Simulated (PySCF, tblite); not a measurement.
# C₃H₆B radical: geometry, infrared bands and EPR parameters

Aim: predict the infrared bands and EPR parameters of C₃H₆B radical (`B[C]1CC1`).

Programs: tblite 0.8.0 and PySCF 2.14.0, with density-fitted response routines of our own. Each step states its level of theory. These are calculated values for one molecule in the gas phase, unless marked as measured. Atoms are numbered from 0 throughout.

### 1 Starting geometry

10 atoms, charge 0, multiplicity 2; geometry from: force field or distance geometry start.

Bonds of the start (Å): B0–C1 1.61, C1–C2 1.52, C2–C3 1.51, C3–C1 1.53, B0–H4 1.16, B0–H5 1.20, C2–H6 1.10, C2–H7 1.11, C3–H8 1.11, C3–H9 1.08.

### 2 Relaxing the molecule with GFN2-xTB

Job settings and geometry (Å):

```
{"job": {"kind": "relax", "xc": "GFN2-xTB", "basis": "xTB"}, "charge": 0, "multiplicity": 2}
B      1.586200     0.231600    -0.243800
C      0.131700    -0.058600    -0.873300
C     -0.769300    -0.804400     0.095000
C     -0.935900     0.685200    -0.066000
H      2.573900    -0.140500    -0.723700
H      1.601200     0.320400     0.947900
H     -1.616200    -1.387600    -0.302200
H     -0.246200    -1.237500     0.975000
H     -0.603200     1.256600     0.830200
H     -1.713300     1.139500    -0.661700
```

The run is started by

```console
> OMP_NUM_THREADS=1 python probes_run.py task.json out
```

One launch serves the whole session: the jobs run in the order shown.

The program printed:

```text
step      E/eV     max force
  0    -287.25099    3.311
  1    -287.49296    1.988
  2    -287.66175    1.691
  3    -287.71097    0.835
  4    -287.78582    0.634
  5    -287.82352    0.628
  6    -287.85284    0.610
  7    -287.87651    0.512
  8    -287.91259    0.638
  9    -287.95074    0.844
 10    -288.00241    0.846
 11    -288.05842    0.548
 12    -288.10736    0.476
 13    -288.15182    0.598
 14    -288.21389    0.784
 15    -288.26034    0.802
 16    -288.29725    0.796
 17    -288.35021    1.153
 18    -288.38969    0.478
 19    -288.43807    0.532
 20    -288.46802    0.529
 21    -288.50145    0.608
 22    -288.53174    0.568
 23    -288.55217    0.353
 24    -288.56427    0.278
 25    -288.57487    0.258
 26    -288.58448    0.418
 27    -288.59498    0.463
 28    -288.60741    0.313
 29    -288.61629    0.211
 30    -288.62029    0.144
 31    -288.62263    0.137
 32    -288.62526    0.156
 33    -288.62870    0.182
 34    -288.63182    0.153
 35    -288.63365    0.104
 36    -288.63469    0.086
 37    -288.63572    0.100
 38    -288.63688    0.110
 39    -288.63802    0.093
 40    -288.63906    0.074
 41    -288.64005    0.084
 42    -288.64091    0.081
 43    -288.64147    0.056
 44    -288.64186    0.049
 45    -288.64218    0.038
 46    -288.64238    0.028
 47    -288.64246    0.022
 48    -288.64250    0.015
 49    -288.64254    0.014
 50    -288.64257    0.013
 51    -288.64259    0.013
 52    -288.64261    0.009
```

It took 0.16 s on 1 thread of Arm Neoverse V1, shared host.

Relaxation path: (not every step is listed)

```tsv
step	energy from step 0 (eV)	largest force (eV/Å)
0	0.0000	3.3114
1	-0.2420	1.9882
2	-0.4108	1.6911
3	-0.4600	0.8355
4	-0.5348	0.6341
5	-0.5725	0.6284
6	-0.6019	0.6102
7	-0.6255	0.5118
8	-0.6616	0.6379
11	-0.8074	0.5478
14	-0.9629	0.7838
17	-1.0992	1.1532
20	-1.2170	0.5291
23	-1.3012	0.3529
26	-1.3335	0.4184
29	-1.3653	0.2115
32	-1.3743	0.1556
35	-1.3827	0.1040
38	-1.3859	0.1103
41	-1.3891	0.0841
44	-1.3909	0.0493
47	-1.3915	0.0217
48	-1.3915	0.0146
49	-1.3915	0.0142
50	-1.3916	0.0134
51	-1.3916	0.0131
52	-1.3916	0.0086
```

Distances of close pairs at the start and the end, largest changes first:

```tsv
bond	before (Å)	after (Å)	change (Å)
B0–C1	1.611	1.476	-0.135
C1–C3	1.531	1.467	-0.064
C1–C2	1.518	1.468	-0.051
C3–H8	1.114	1.083	-0.030
C2–H7	1.112	1.083	-0.029
B0–H5	1.195	1.174	-0.022
C2–H6	1.102	1.083	-0.019
B0–H4	1.159	1.173	+0.014
```

The final coordinates are the input of the step that follows.

### 3 Harmonic vibrations with GFN2-xTB

Job settings and geometry (Å):

```
{"job": {"kind": "ir", "xc": "GFN2-xTB", "basis": "xTB"}, "charge": 0, "multiplicity": 2}
B      1.769247     0.155979    -0.211585
C      0.308577     0.030781    -0.039001
C     -0.875453    -0.830560     0.062592
C     -0.999032     0.668032     0.153780
H      2.371587    -0.692344    -0.753705
H      2.333752     1.101128     0.195020
H     -1.224216    -1.330461    -0.833167
H     -1.016117    -1.423975     0.957305
H     -1.215315     1.115121     1.116656
H     -1.444148     1.210954    -0.670423
```

The program printed:

```text
mode    cm-1     km/mol
  1     220.1      0.11
  2     255.6      0.06
  3     322.2     13.96
  4     710.6      6.66
  5     758.7      0.38
  6     767.3     56.66
  7     809.6     34.18
  8     809.9     24.00
  9     975.1      2.91
 10     998.7     21.85
 11    1041.6      0.39
 12    1048.1      0.27
 13    1096.6      3.11
 14    1121.3      0.05
 15    1171.3     23.35
 16    1411.3      2.24
 17    1422.7      1.76
 18    1559.3     10.64
 19    2589.6    118.11
 20    2608.4    131.09
 21    3023.3      0.92
 22    3038.1     36.27
 23    3040.9     14.13
 24    3049.6     39.58
```

Run time: 0.13 s. Hardware: 1 thread of Arm Neoverse V1, shared host.

The strongest bands and the atoms that carry them (share of the mass-weighted mode):

```tsv
cm⁻¹	km/mol	atoms
767	56.7	H5 21 %, H4 21 %, B0 16 %
810	34.2	H5 22 %, H8 17 %, H4 16 %, B0 13 %
810	24.0	H6 21 %, H4 16 %, H9 14 %, H7 12 %
1171	23.4	H5 31 %, H4 31 %, B0 21 %
2590	118.1	H5 57 %, H4 39 %
2608	131.1	H4 54 %, H5 35 %, B0 11 %
3038	36.3	H6 47 %, H8 45 %
3050	39.6	H9 52 %, H7 41 %
```

### 4 EPR parameters: B3LYP/pcH-1

Settings changed since step 3:

```diff
@@ -1,2 +1,2 @@
-{"job": {"kind": "ir", "xc": "GFN2-xTB", "basis": "xTB"}, "charge": 0, "multiplicity": 2}
+{"job": {"kind": "epr", "basis": "pcH-1"}, "charge": 0, "multiplicity": 2}
 B      1.769247     0.155979    -0.211585
```

With the program's defaults for keys left out, this is: UKS B3LYP, pcH-1 on B C H, non-relativistic, mean-field spin-orbit, GIAO.

The program printed:

```text
UKS, coarse grid
  cycle   1  E = -142.65906436  |g| = 2.06e-01
  cycle   2  E = -142.66839765  |g| = 1.81e-01
  cycle   3  E = -142.68601845  |g| = 3.28e-02
  cycle   4  E = -142.68646058  |g| = 1.68e-02
  cycle   5  E = -142.68664800  |g| = 3.45e-03
  cycle   6  E = -142.68665662  |g| = 1.44e-03
  cycle   7  E = -142.68665852  |g| = 8.39e-04
UKS, final grid
  cycle   1  E = -142.68666172  |g| = 1.08e-03
  cycle   2  E = -142.68666115  |g| = 1.55e-03
  cycle   3  E = -142.68666233  |g| = 4.41e-05
  cycle   4  E = -142.68666233  |g| = 4.18e-05
  cycle   5  E = -142.68666233  |g| = 8.91e-06
E = -142.68666233 Eh   <S^2> = 0.7532 (exact 0.7500)
g shifts (ppm)      1          2          3
  rmc          -117       -117       -117
  gc             -1         17         25
  oz_so         -32        563        664
  total        -149        462        572
hyperfine (MHz)  atom isotope    a_iso     a_fc   dipolar eigenvalues
    0   11B     -11.94     -11.94    -15.81     -8.55     24.36
    1   13C      46.13      46.13    -61.39    -58.81    120.20
    2   13C     -16.10     -16.10     -3.91     -0.30      4.21
    3   13C     -16.11     -16.11     -3.90     -0.30      4.20
    4    1H      17.26      17.26     -8.94     -3.41     12.35
    5    1H      17.20      17.20     -8.93     -3.39     12.32
    6    1H      83.87      83.87     -4.66     -2.03      6.69
    7    1H      50.00      50.00     -4.55     -3.66      8.21
    8    1H      84.28      84.28     -4.63     -2.05      6.69
    9    1H      49.68      49.68     -4.53     -3.66      8.19
```

It took 13 s on 1 thread of Arm Neoverse V1, shared host; peak memory 0.57 GiB.

Principal g values 2.00217, 2.00278, 2.00289; g(iso) = 2.00261, against 2.00232 for a free electron.

Mean a(iso) over the nuclei that a row names, and the largest dipolar term of the row (other rows stand at the frozen geometry):

```tsv
nuclei	isotope	a(iso) (MHz)	a(iso) (G, at g = 2.0023)	largest dipolar term (MHz)
H6, H7, H8, H9	1H	67.0	23.9	8.2
C1	13C	46.1	16.5	120.2
H4, H5	1H	17.2	6.1	12.3
C2, C3	13C	-16.1	-5.7	4.2
B0	11B	-11.9	-4.3	24.4
```

Mulliken spin populations:

```tsv
atom	value (e)
B0	0.22
C1	0.76
C2	-0.05
C3	-0.05
H4	0.00
H5	0.00
H6	0.03
H7	0.02
H8	0.03
H9	0.02
```

In first order the couplings over 0.8 MHz of 1H, 11B give 60 distinct lines over 120.7 G, if the averaged nuclei exchange fast.

The fields below are evaluated on a grid from the run's orbitals.

ELF in a plane through or near 6 of the atoms.

Ten even steps from '0' (0.00) to '9' (1.00):
```
0000000000000000000000000000
0000000000000000000000000000
0000000000000000000000000000
0000001210000000000000000000
0000047751000001111000000000
0002699994000123453100000000
0005999997101345676210000000
0004899997334784246310000000
0001599984576893436420000000
0000145434381446788530000000
0000146535382456788530000000
0001589984576793336420000000
0004899997334784246310000000
0005999997101345676210000000
0001699994000123454100000000
0000046761000001111000000000
0000001210000000000000000000
0000000000000000000000000000
0000000000000000000000000000
0000000000000000000000000000
```
The map spans 10.0 Å across and 8.0 Å up, centred on the molecule. Atoms in the plane (x, y in Å): B0 (-1.8, 0.0), C1 (-0.3, 0.0), C2 (0.9, -0.7), C3 (1.0, 0.7), H4 (-2.4, -1.0), H5 (-2.4, 1.0).

log10 of the density (e/Å³) in the same plane.

Values, 10 rows by 14 columns:
```
-4.0 -4.0 -4.0 -4.0 -4.0 -4.0 -4.0 -4.0 -4.0 -4.0 -4.0 -4.0 -4.0 -4.0
-4.0 -4.0 -3.6 -3.2 -3.2 -3.4 -3.5 -3.0 -2.8 -2.8 -3.3 -4.0 -4.0 -4.0
-4.0 -3.5 -2.7 -2.2 -2.1 -2.5 -2.4 -1.9 -1.5 -1.7 -2.3 -3.3 -4.0 -4.0
-4.0 -2.9 -1.8 -0.8 -0.7 -1.3 -1.3 -0.7 -0.1 -0.4 -1.5 -2.6 -3.9 -4.0
-3.8 -2.7 -1.5 -0.4  0.0 -0.2  0.0  0.2  1.3 -0.1 -1.3 -2.4 -3.8 -4.0
-3.8 -2.7 -1.6 -0.6  0.7  0.1  0.5  0.3  0.2 -0.2 -1.3 -2.4 -3.8 -4.0
-3.9 -2.7 -1.6 -0.4 -0.1 -0.7 -0.6 -0.2  0.6 -0.1 -1.3 -2.5 -3.8 -4.0
-4.0 -3.1 -2.2 -1.5 -1.3 -1.9 -1.9 -1.3 -0.8 -1.0 -1.9 -2.9 -4.0 -4.0
-4.0 -3.8 -3.1 -2.6 -2.6 -2.8 -2.8 -2.4 -2.0 -2.1 -2.7 -3.6 -4.0 -4.0
-4.0 -4.0 -4.0 -4.0 -3.9 -4.0 -4.0 -3.8 -3.5 -3.6 -4.0 -4.0 -4.0 -4.0
```
The map spans 10.0 Å across and 8.0 Å up, centred on the molecule. Atoms in the plane (x, y in Å): B0 (-1.8, 0.0), C1 (-0.3, 0.0), C2 (0.9, -0.7), C3 (1.0, 0.7), H4 (-2.4, -1.0), H5 (-2.4, 1.0).

On the surface of density 0.002 e/bohr³ the electrostatic potential runs, from the 1st to the 99th percentile, from -0.57 to 0.94 V.

The spin density lies nearest to C1 58 %; B0 19 %.

### 5 Outcome

| quantity | value |
| --- | --- |
| strongest single infrared mode (GFN2-xTB) | 2608 cm⁻¹, 131 km/mol |
| zero-point energy (GFN2-xTB) | 48.4 kcal/mol |
| g(iso) (B3LYP) | 2.00261 |
| ⟨S²⟩ | 0.753 (exact 0.75) |
| largest a(iso) (averaged by class) | 1H on H6, H7, H8, H9, 67.0 MHz |
| surface potential, 1st and 99th percentile | -0.57 V and 0.94 V |

What this shows: Over 52 steps the energy fell by 1.392 eV; of the close pairs, B0–C1 changed most, 1.611 to 1.476 Å. No mode is imaginary among the 24: a minimum at this level. The strongest single mode, at 2608 cm⁻¹, moves mainly H4 and H5. Unscaled tight-binding wavenumbers are off by several per cent, some by more. Its intensities can rank the bands wrongly. Most of the unpaired spin sits on C1 (0.76 e). The isotropic g lies 0.3 ppt above the free-electron value.
